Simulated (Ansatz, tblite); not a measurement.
# The cluster Al4Sb3+: competing shapes, part 2 of 3

Aim: relax the candidate shapes of the cluster Al4Sb3+ that a cheap search turned up, and see how the levels of theory order them.

Ansatz 0.2.0, Gaussian basis; relaxed with PBE-D4/def2-SVP, singlet. The steps go on from the part before.

## 4. Relaxing candidate C

File in.yaml:

```yaml
crystal:
  periodic: [false, false, false]
  atoms:
    - {symbol: Al, position_ang: [0.497480, 1.989470, -0.798360]}
    - {symbol: Al, position_ang: [1.142880, -0.149360, 0.903650]}
    - {symbol: Al, position_ang: [-0.973540, -1.439480, 1.651820]}
    - {symbol: Al, position_ang: [-1.370730, 0.263730, -0.374970]}
    - {symbol: Sb, position_ang: [3.022340, 1.305620, -0.241440]}
    - {symbol: Sb, position_ang: [0.997320, -0.728370, -1.701470]}
    - {symbol: Sb, position_ang: [-3.315750, -1.241600, 0.560770]}
basis:
  gaussian: {orbitals: def2-SVP}
total_charge: 1
hamiltonian: {xc: pbe, dispersion: d4}
scf: {lower_state_search: "off"}
output: {orbitals: {seedname: orbitals}}
relax: {f_tol: 0.02, max_steps: 100}
```

Started as:

```console
> ansatz run in.yaml --threads 4 --pin off --events-out ev --progress --plain --max-ram 4787MiB
```

Output:

```text
Functional definition: PBE
  name "PBE"
  cite "Perdew, Burke & Ernzerhof, Phys. Rev. Lett. 77, 3865 (1996) doi:10.1103/PhysRevLett.77.3865"
  parent pbe
  parameter kappa = 0.804
  parameter beta = 0.06672455060314922
  exchange = pbe_x(kappa = kappa, mu = beta*pi^2/3)
  correlation = pbe_c(beta = beta)
these checks for a lower state are left out or cut short: stability, starts, cluster_reference, orbital_swaps, neighbouring_geometries, increment
1720 factors; their error is unknown
mean field evaluation 1: about -45966.5051 eV, gradient 4.1e1 eV
mean field evaluation 2: about -45878.2692 eV, gradient 1.2e2 eV
mean field evaluation 4: about -45961.7858 eV, gradient 4.4e1 eV
mean field evaluation 8: about -45973.9557 eV, gradient 8.7e-2 eV
mean field -45973.95582989 eV, -1689.5117144820 hartree, gradient 1.3e-6 eV, S^2 0.000000; 0 other end points of the search recorded, 0 dependent functions left out
the calculation of the forces begins
reference -45973.95586739 eV, -1689.5117158599 hartree; 60, 60 occupied and 90, 90 virtual orbitals, 1720 factors
relax step   1: F+E_penalty+E_count = -45974.48327085 eV  Δ(F+E_penalty+E_count) = +0.000e0 eV  max|allowed force component| = 9.374e-1 eV/Å  Δτ_max = 0.0000 Å  (41 SCF iters, accepted)
these checks for a lower state are left out or cut short: stability, starts, cluster_reference, orbital_swaps, neighbouring_geometries, increment
1720 factors; their error is unknown
mean field evaluation 16: about -45974.3858 eV, gradient 5.8e-2 eV
mean field -45974.38584801 eV, -1689.5275173564 hartree, gradient 1.8e-6 eV, S^2 0.000000; 0 other end points of the search recorded, 0 dependent functions left out
the calculation of the forces begins
reference -45974.38588522 eV, -1689.5275187237 hartree; 60, 60 occupied and 90, 90 virtual orbitals, 1720 factors
relax step   2: F+E_penalty+E_count = -45974.92503360 eV  Δ(F+E_penalty+E_count) = -4.418e-1 eV  max|allowed force component| = 4.352e-1 eV/Å  Δτ_max = 0.1978 Å  (29 SCF iters, accepted)
these checks for a lower state are left out or cut short: stability, starts, cluster_reference, orbital_swaps, neighbouring_geometries, increment
1720 factors; their error is unknown
mean field -45974.58870594 eV, -1689.5349722477 hartree, gradient 1.7e-6 eV, S^2 0.000000; 0 other end points of the search recorded, 0 dependent functions left out
the calculation of the forces begins
reference -45974.58874315 eV, -1689.5349736154 hartree; 60, 60 occupied and 90, 90 virtual orbitals, 1720 factors
relax step   3: F+E_penalty+E_count = -45975.13463302 eV  Δ(F+E_penalty+E_count) = -2.096e-1 eV  max|allowed force component| = 3.858e-1 eV/Å  Δτ_max = 0.1950 Å  (30 SCF iters, accepted)
these checks for a lower state are left out or cut short: stability, starts, cluster_reference, orbital_swaps, neighbouring_geometries, increment
1720 factors; their error is unknown
mean field evaluation 32: about -45974.7170 eV, gradient 5.0e-2 eV
mean field -45974.71696707 eV, -1689.5396857573 hartree, gradient 1.6e-6 eV, S^2 0.000000; 0 other end points of the search recorded, 0 dependent functions left out
the calculation of the forces begins
reference -45974.71700450 eV, -1689.5396871330 hartree; 60, 60 occupied and 90, 90 virtual orbitals, 1720 factors
relax step   4: F+E_penalty+E_count = -45975.27118256 eV  Δ(F+E_penalty+E_count) = -1.365e-1 eV  max|allowed force component| = 3.170e-1 eV/Å  Δτ_max = 0.1950 Å  (30 SCF iters, accepted)
these checks for a lower state are left out or cut short: stability, starts, cluster_reference, orbital_swaps, neighbouring_geometries, increment
1720 factors; their error is unknown
mean field -45974.83334852 eV, -1689.5439626967 hartree, gradient 1.7e-6 eV, S^2 0.000000; 0 other end points of the search recorded, 0 dependent functions left out
the calculation of the forces begins
reference -45974.83338607 eV, -1689.5439640768 hartree; 60, 60 occupied and 90, 90 virtual orbitals, 1720 factors
relax step   5: F+E_penalty+E_count = -45975.39941533 eV  Δ(F+E_penalty+E_count) = -1.282e-1 eV  max|allowed force component| = 3.317e-1 eV/Å  Δτ_max = 0.1950 Å  (30 SCF iters, accepted)
these checks for a lower state are left out or cut short: stability, starts, cluster_reference, orbital_swaps, neighbouring_geometries, increment
1720 factors; their error is unknown
mean field -45974.91699462 eV, -1689.5470366341 hartree, gradient 1.6e-6 eV, S^2 0.000000; 0 other end points of the search recorded, 0 dependent functions left out
the calculation of the forces begins
reference -45974.91703240 eV, -1689.5470380227 hartree; 60, 60 occupied and 90, 90 virtual orbitals, 1720 factors
relax step   6: F+E_penalty+E_count = -45975.49579757 eV  Δ(F+E_penalty+E_count) = -9.638e-2 eV  max|allowed force component| = 2.161e-1 eV/Å  Δτ_max = 0.1954 Å  (30 SCF iters, accepted)
these checks for a lower state are left out or cut short: stability, starts, cluster_reference, orbital_swaps, neighbouring_geometries, increment
1720 factors; their error is unknown
mean field -45974.91022884 eV, -1689.5467879964 hartree, gradient 1.7e-6 eV, S^2 0.000000; 0 other end points of the search recorded, 0 dependent functions left out
the calculation of the forces begins
reference -45974.91026669 eV, -1689.5467893876 hartree; 60, 60 occupied and 90, 90 virtual orbitals, 1720 factors
relax step   7: F+E_penalty+E_count = -45975.48680958 eV  Δ(F+E_penalty+E_count) = +8.988e-3 eV  max|allowed force component| = 3.498e-1 eV/Å  Δτ_max = 0.1990 Å  (29 SCF iters, rejected (line search))
these checks for a lower state are left out or cut short: stability, starts, cluster_reference, orbital_swaps, neighbouring_geometries, increment
1720 factors; their error is unknown
mean field evaluation 64: about -45974.9472 eV, gradient 1.0e-3 eV
mean field -45974.94719677 eV, -1689.5481465429 hartree, gradient 2.3e-6 eV, S^2 0.000000; 0 other end points of the search recorded, 0 dependent functions left out
the calculation of the forces begins
reference -45974.94723451 eV, -1689.5481479298 hartree; 60, 60 occupied and 90, 90 virtual orbitals, 1720 factors
relax step   8: F+E_penalty+E_count = -45975.52748303 eV  Δ(F+E_penalty+E_count) = -3.169e-2 eV  max|allowed force component| = 1.982e-1 eV/Å  Δτ_max = 0.0970 Å  (23 SCF iters, accepted)
these checks for a lower state are left out or cut short: stability, starts, cluster_reference, orbital_swaps, neighbouring_geometries, increment
1720 factors; their error is unknown
mean field -45974.95067745 eV, -1689.5482744554 hartree, gradient 2.3e-6 eV, S^2 0.000000; 0 other end points of the search recorded, 0 dependent functions left out
the calculation of the forces begins
reference -45974.95071533 eV, -1689.5482758474 hartree; 60, 60 occupied and 90, 90 virtual orbitals, 1720 factors
relax step   9: F+E_penalty+E_count = -45975.53997694 eV  Δ(F+E_penalty+E_count) = -1.249e-2 eV  max|allowed force component| = 1.712e-1 eV/Å  Δτ_max = 0.0972 Å  (23 SCF iters, accepted)
these checks for a lower state are left out or cut short: stability, starts, cluster_reference, orbital_swaps, neighbouring_geometries, increment
1720 factors; their error is unknown
mean field -45974.94995946 eV, -1689.5482480698 hartree, gradient 1.6e-6 eV, S^2 0.000000; 0 other end points of the search recorded, 0 dependent functions left out
the calculation of the forces begins
reference -45974.94999731 eV, -1689.5482494606 hartree; 60, 60 occupied and 90, 90 virtual orbitals, 1720 factors
relax step  10: F+E_penalty+E_count = -45975.54408645 eV  Δ(F+E_penalty+E_count) = -4.110e-3 eV  max|allowed force component| = 3.796e-2 eV/Å  Δτ_max = 0.0676 Å  (23 SCF iters, accepted)
these checks for a lower state are left out or cut short: stability, starts, cluster_reference, orbital_swaps, neighbouring_geometries, increment
1720 factors; their error is unknown
mean field -45974.94787702 eV, -1689.5481715417 hartree, gradient 1.7e-6 eV, S^2 0.000000; 0 other end points of the search recorded, 0 dependent functions left out
the calculation of the forces begins
reference -45974.94791487 eV, -1689.5481729325 hartree; 60, 60 occupied and 90, 90 virtual orbitals, 1720 factors
relax step  11: F+E_penalty+E_count = -45975.54457829 eV  Δ(F+E_penalty+E_count) = -4.918e-4 eV  max|allowed force component| = 1.514e-2 eV/Å  Δτ_max = 0.0177 Å  (25 SCF iters, accepted)
Total energy: -45975.54461613 eV, -1689.5701012995 hartree
Atom 0 at     0.139737     2.110257    -0.665410 Å, force     0.002076    -0.000685    -0.000796 eV/Å
Atom 1 at     1.404023    -0.224003     1.701544 Å, force     0.001594     0.000389    -0.000122 eV/Å
Atom 2 at    -0.565563    -1.565185     0.832968 Å, force    -0.000249    -0.015141     0.009069 eV/Å
Atom 3 at    -1.547177     0.246950    -1.005728 Å, force    -0.010049     0.004968    -0.011505 eV/Å
Atom 4 at     2.628280     1.115189    -0.303480 Å, force     0.007328     0.006307     0.001703 eV/Å
Atom 5 at     0.952135    -0.949724    -1.444102 Å, force    -0.008065     0.001765     0.003853 eV/Å
Atom 6 at    -3.011434    -0.733474     0.884209 Å, force     0.007364     0.002398    -0.002202 eV/Å
Dipole moment:     0.068156     0.314376     0.273328 e Å
Checks for a lower state left out: stability, starts, cluster_reference, orbital_swaps, neighbouring_geometries, increment
```

It took 22 s on 4 threads of Arm Neoverse V2, shared host.

The steps of the relaxation: (the energy doesn't fall at every step)

```tsv
step	energy from step 1 (eV)	largest force component (eV/Å)
1	0.0000	0.9374
2	-0.4418	0.4352
3	-0.6514	0.3858
4	-0.7879	0.3170
5	-0.9161	0.3317
6	-1.0125	0.2161
7	-1.0035	0.3498
8	-1.0442	0.1982
9	-1.0567	0.1712
10	-1.0608	0.0380
11	-1.0613	0.0151
```

Distances of close pairs at the start and the end, largest changes first:

```tsv
bond	before (Å)	after (Å)	change (Å)
Al3–Sb6	3.954	2.805	-1.149
Al2–Sb6	2.673	3.260	+0.587
Al1–Sb6	2.907	3.260	+0.353
Sb5–Sb6	3.220	2.894	-0.326
Al3–Al4	2.677	2.762	+0.085
Al4–Sb6	2.890	2.805	-0.084
Al2–Sb5	2.638	2.704	+0.066
Al2–Al3	2.589	2.536	-0.053
```

Contacts that opened: Al1–Al2 2.81 to 3.56 Å, Al1–Sb6 2.91 to 3.26 Å, Al2–Al4 2.85 to 4.03 Å, Al2–Sb6 2.67 to 3.26 Å.

## 5. The relaxed candidates

```tsv
candidate	point group	bonds (count, mean Å)	energy above the lowest (kJ/mol)
A	C1	Al–Sb 7, 2.63; Al–Al 3, 2.66	98.1
B	C3v	Al–Sb 9, 2.68; Al–Al 3, 2.78	0.0
C	Cs	Al–Sb 6, 2.70; Al–Al 3, 2.61; Sb–Sb 1, 2.89	38.6
```

## 6. Candidate A, GFN1-xTB

Tight binding, by tblite at 300 K electronic temperature and without a spin-polarisation term:

```python
tblite.interface.Calculator('GFN1-xTB', numbers, positions, charge=1, uhf=0).singlepoint()
```

Energy -332.2500 eV, HOMO -12.74 eV, LUMO -11.72 eV; 0.009 s.

## 7. Candidate A, GFN2-xTB

Tight binding, by tblite at 300 K electronic temperature and without a spin-polarisation term:

```python
tblite.interface.Calculator('GFN2-xTB', numbers, positions, charge=1, uhf=0).singlepoint()
```

Energy -282.9113 eV, HOMO -12.17 eV, LUMO -11.39 eV; 0.025 s.

## 8. Candidate A, PBE0-D4/def2-TZVP

start.molden holds the orbitals of an earlier run on this state, given as this run's starting guess.

File in.yaml:

```yaml
crystal:
  periodic: [false, false, false]
  atoms:
    - {symbol: Al, position_ang: [-1.141388, -0.033273, 0.772251]}
    - {symbol: Al, position_ang: [1.790886, -0.243791, -0.428688]}
    - {symbol: Al, position_ang: [-0.888385, 2.350201, -0.399633]}
    - {symbol: Al, position_ang: [0.084283, -2.229162, 0.460061]}
    - {symbol: Sb, position_ang: [2.087666, -2.723774, -1.028834]}
    - {symbol: Sb, position_ang: [1.177746, 1.737768, 1.122859]}
    - {symbol: Sb, position_ang: [-3.110807, 1.142020, -0.498015]}
basis:
  gaussian: {orbitals: def2-TZVP, initial_orbitals: start.molden}
total_charge: 1
hamiltonian: {xc: pbe0, dispersion: d4}
scf: {omitted_lower_state_checks: [starts]}
output: {orbitals: {seedname: orbitals}}
```

Same command.

Output (excerpt; [...] marks lines left out):

```text
Functional definition: PBE0
  name "PBE0"
  cite "Adamo & Barone, J. Chem. Phys. 110, 6158 (1999) doi:10.1063/1.478522"
  cite "Perdew, Burke & Ernzerhof, Phys. Rev. Lett. 77, 3865 (1996) doi:10.1103/PhysRevLett.77.3865"
  parent pbe
[...]
2439 factors; their error is unknown
[...]
mean field -45987.13315695 eV, -1689.9959723194 hartree, gradient 1.6e-5 eV, S^2 0.000000; 0 other end points of the search recorded, 0 dependent functions left out
reference -45987.13319034 eV, -1689.9959735465 hartree; 60, 60 occupied and 238, 238 virtual orbitals, 2439 factors
Total energy: -45987.56905812 eV, -1690.0119913920 hartree
Checks for a lower state left out: starts
```

Run time: 14 s. Hardware: 4 threads of Arm Neoverse V2, shared host; peak memory 1.4 GiB.

Report: HOMO -9.36 eV, LUMO -7.23 eV.

## 9. Candidate A, PBE-D4/def2-TZVP

Changes to in.yaml since step 8:

```diff
@@ -13,4 +13,4 @@
 total_charge: 1
-hamiltonian: {xc: pbe0, dispersion: d4}
+hamiltonian: {xc: pbe, dispersion: d4}
 scf: {omitted_lower_state_checks: [starts]}
-output: {orbitals: {seedname: orbitals}}
+output: {forces: true, orbitals: {seedname: orbitals}}
```

Launched as before.

Output (excerpt; [...] marks lines left out):

```text
Functional definition: PBE
  name "PBE"
  cite "Perdew, Burke & Ernzerhof, Phys. Rev. Lett. 77, 3865 (1996) doi:10.1103/PhysRevLett.77.3865"
  parent pbe
[...]
2185 factors; their error is unknown
[...]
mean field -45984.41181301 eV, -1689.8959647744 hartree, gradient 1.3e-5 eV, S^2 0.000000; 0 other end points of the search recorded, 0 dependent functions left out
[...]
Atom 3 at     0.084283    -2.229162     0.460061 Å, force     0.058127    -0.013519    -0.013721 eV/Å
Atom 4 at     2.087666    -2.723774    -1.028834 Å, force    -0.032877     0.042417     0.023142 eV/Å
Atom 5 at     1.177746     1.737768     1.122859 Å, force    -0.024288    -0.035594    -0.047938 eV/Å
Atom 6 at    -3.110807     1.142020    -0.498015 Å, force     0.077580     0.018989     0.026587 eV/Å
Dipole moment:     0.060955    -0.003966     0.087253 e Å
Checks for a lower state left out: starts
```

Run time: 6 s. Hardware: 4 threads of Arm Neoverse V2, shared host; peak memory 0.64 GiB.

HOMO -8.69 eV, LUMO -7.73 eV.

## 10. Candidate A, r2SCAN-D4/def2-TZVP

Changes to in.yaml since step 9:

```diff
@@ -13,4 +13,4 @@
 total_charge: 1
-hamiltonian: {xc: pbe, dispersion: d4}
+hamiltonian: {xc: r2scan, dispersion: d4}
 scf: {omitted_lower_state_checks: [starts]}
-output: {forces: true, orbitals: {seedname: orbitals}}
+output: {orbitals: {seedname: orbitals}}
```

Launched as before.

Output (excerpt; [...] marks lines left out):

```text
Functional definition: r2SCAN
  name "r2SCAN"
  cite "Furness, Kaplan, Ning, Perdew & Sun, J. Phys. Chem. Lett. 11, 8208 (2020) doi:10.1021/acs.jpclett.0c02405"
  cite "Furness, Kaplan, Ning, Perdew & Sun, J. Phys. Chem. Lett. 11, 9248 (2020) doi:10.1021/acs.jpclett.0c03077"
  parent r2scan
[...]
2185 factors; their error is unknown
[...]
mean field -46003.66235212 eV, -1690.6034090380 hartree, gradient 2.3e-5 eV, S^2 0.000000; 0 other end points of the search recorded, 0 dependent functions left out
reference -46003.66236590 eV, -1690.6034095444 hartree; 60, 60 occupied and 238, 238 virtual orbitals, 2185 factors
Total energy: -46003.76399620 eV, -1690.6071443892 hartree
Checks for a lower state left out: starts
```

It took 11 s on 4 threads of Arm Neoverse V2, shared host; peak memory 0.68 GiB.

Report: HOMO -8.88 eV, LUMO -7.78 eV.

## 11. Candidate A, revPBE-D4/def2-TZVP

Changes to in.yaml since step 10:

```diff
@@ -13,3 +13,3 @@
 total_charge: 1
-hamiltonian: {xc: r2scan, dispersion: d4}
+hamiltonian: {xc: {name: revPBE}, dispersion: d4}
 scf: {omitted_lower_state_checks: [starts]}
```

The command is unchanged.

Output (excerpt; [...] marks lines left out):

```text
Functional definition: revPBE
  name "revPBE"
  cite "Zhang & Yang, Phys. Rev. Lett. 80, 890 (1998) doi:10.1103/PhysRevLett.80.890"
  cite "Perdew, Burke & Ernzerhof, Phys. Rev. Lett. 77, 3865 (1996) doi:10.1103/PhysRevLett.77.3865"
[...]
2185 factors; their error is unknown
[...]
mean field -45997.22242456 eV, -1690.3667460653 hartree, gradient 2.6e-5 eV, S^2 0.000000; 0 other end points of the search recorded, 0 dependent functions left out
reference -45997.22247976 eV, -1690.3667480938 hartree; 60, 60 occupied and 238, 238 virtual orbitals, 2185 factors
Total energy: -45998.06628622 eV, -1690.3977574094 hartree
Checks for a lower state left out: starts
```

Wall time 5.5 s (4 threads of Arm Neoverse V2, shared host); peak memory 0.63 GiB.

Report: HOMO -8.64 eV, LUMO -7.67 eV.

## 12. Candidate A, ωB97M-V/def2-TZVP

Changes to in.yaml since step 11:

```diff
@@ -13,3 +13,3 @@
 total_charge: 1
-hamiltonian: {xc: {name: revPBE}, dispersion: d4}
+hamiltonian: {xc: {name: wB97M-V}}
 scf: {omitted_lower_state_checks: [starts]}
```

Launched as before.

Output (excerpt; [...] marks lines left out):

```text
Functional definition: wB97M-V
  name "wB97M-V"
  cite "Mardirossian & Head-Gordon, J. Chem. Phys. 144, 214110 (2016) doi:10.1063/1.4952647"
  cite "Becke, J. Chem. Phys. 107, 8554 (1997) doi:10.1063/1.475007"
  cite "Vydrov & Van Voorhis, J. Chem. Phys. 133, 244103 (2010) doi:10.1063/1.3521275"
  # Of w^i u^j: cxij and so on, Table III.
[...]
  gx(w, u) = 1 - cx + cx01*u + cx10*w
[...]
2299 factors; their error is unknown
493 factors; integrals over basis functions are off by at most 3.2e-5 eV
[...]
mean field -45993.53115503 eV, -1690.2310944123 hartree, gradient 2.1e-5 eV, S^2 0.000000; 0 other end points of the search recorded, 0 dependent functions left out
reference -45993.53120854 eV, -1690.2310963787 hartree; 60, 60 occupied and 238, 238 virtual orbitals, 2299 factors
Total energy: -45993.53120854 eV, -1690.2310963787 hartree
Checks for a lower state left out: starts
```

Run time: 31 s. Hardware: 4 threads of Arm Neoverse V2, shared host; peak memory 1.7 GiB.

HOMO -10.98 eV, LUMO -5.68 eV.

## 13. Candidate A, CCSD(T)/def2-SVP

Changes to in.yaml since step 12:

```diff
@@ -11,5 +11,5 @@
 basis:
-  gaussian: {orbitals: def2-TZVP, initial_orbitals: start.molden}
+  gaussian: {orbitals: def2-SVP, initial_orbitals: start.molden}
 total_charge: 1
-hamiltonian: {xc: {name: wB97M-V}}
+correlation: {method: ccsd_t}
 scf: {omitted_lower_state_checks: [starts]}
```

Same command.

Output (excerpt; [...] marks lines left out):

```text
Functional definition: HF
  name "HF"
  cite "Fock, Z. Phys. 61, 126 (1930) doi:10.1007/BF01340294"
  parent pbe
[...]
1634 factors; integrals over basis functions are off by at most 6.9e-4 eV
[...]
mean field -45851.12882483 eV, -1684.9979053013 hartree, gradient 2.2e-6 eV, S^2 0.000000; 0 other end points of the search recorded, 0 dependent functions left out; unrestricted orbitals would lower it
[...]
reference -45851.12882483 eV, -1684.9979053013 hartree; 28, 28 occupied and 90, 90 virtual orbitals, 1634 factors
second order -15.39629097 eV of doubles, -0.00000000 eV of singles
cycle   1  -15.21320900 eV  change    1.8e-1 eV  update   2.0e-1
[...]
cycle  15  -16.05679454 eV  change   -1.2e-5 eV  update   2.5e-5
perturbative correction -1.25281405 eV, -0.0460400672 hartree
Total energy: -45868.43843343 eV, -1685.6340216841 hartree
Checks for a lower state left out: starts
```

Wall time 38 s (4 threads of Arm Neoverse V2, shared host); peak memory 1.2 GiB.

From the report: Hartree-Fock HOMO -10.70 eV, LUMO -4.85 eV; T1 0.024. Doubts: large T1 diagnostic, restricted state is unstable towards broken spin symmetry.

## 14. Candidate C, GFN1-xTB

Tight binding, by tblite at 300 K electronic temperature and without a spin-polarisation term:

```python
tblite.interface.Calculator('GFN1-xTB', numbers, positions, charge=1, uhf=0).singlepoint()
```

Energy -333.6933 eV, HOMO -12.81 eV, LUMO -11.69 eV; 0.01 s.

## 15. Candidate C, GFN2-xTB

Tight binding, by tblite at 300 K electronic temperature and without a spin-polarisation term:

```python
tblite.interface.Calculator('GFN2-xTB', numbers, positions, charge=1, uhf=0).singlepoint()
```

Energy -282.2945 eV, HOMO -12.21 eV, LUMO -11.64 eV; 0.02 s.

## 16. Candidate C, PBE0-D4/def2-TZVP

File in.yaml:

```yaml
crystal:
  periodic: [false, false, false]
  atoms:
    - {symbol: Al, position_ang: [0.139737, 2.110257, -0.665410]}
    - {symbol: Al, position_ang: [1.404023, -0.224003, 1.701544]}
    - {symbol: Al, position_ang: [-0.565563, -1.565185, 0.832968]}
    - {symbol: Al, position_ang: [-1.547177, 0.246950, -1.005728]}
    - {symbol: Sb, position_ang: [2.628280, 1.115189, -0.303480]}
    - {symbol: Sb, position_ang: [0.952135, -0.949724, -1.444102]}
    - {symbol: Sb, position_ang: [-3.011434, -0.733474, 0.884209]}
basis:
  gaussian: {orbitals: def2-TZVP, initial_orbitals: start.molden}
total_charge: 1
hamiltonian: {xc: pbe0, dispersion: d4}
scf: {omitted_lower_state_checks: [starts]}
output: {orbitals: {seedname: orbitals}}
```

Same command.

Output (excerpt; [...] marks lines left out):

```text
Functional definition: PBE0
  name "PBE0"
  cite "Adamo & Barone, J. Chem. Phys. 110, 6158 (1999) doi:10.1063/1.478522"
  cite "Perdew, Burke & Ernzerhof, Phys. Rev. Lett. 77, 3865 (1996) doi:10.1103/PhysRevLett.77.3865"
  parent pbe
[...]
2439 factors; their error is unknown
[...]
mean field -45987.62653121 eV, -1690.0141034893 hartree, gradient 2.0e-5 eV, S^2 0.000000; 0 other end points of the search recorded, 0 dependent functions left out
reference -45987.62656342 eV, -1690.0141046728 hartree; 60, 60 occupied and 238, 238 virtual orbitals, 2439 factors
Total energy: -45988.15056376 eV, -1690.0333613300 hartree
Checks for a lower state left out: starts
```

Wall time 12 s (4 threads of Arm Neoverse V2, shared host); peak memory 1.4 GiB.

Report: HOMO -9.59 eV, LUMO -7.04 eV.

(Continued in part 3 of 3.)
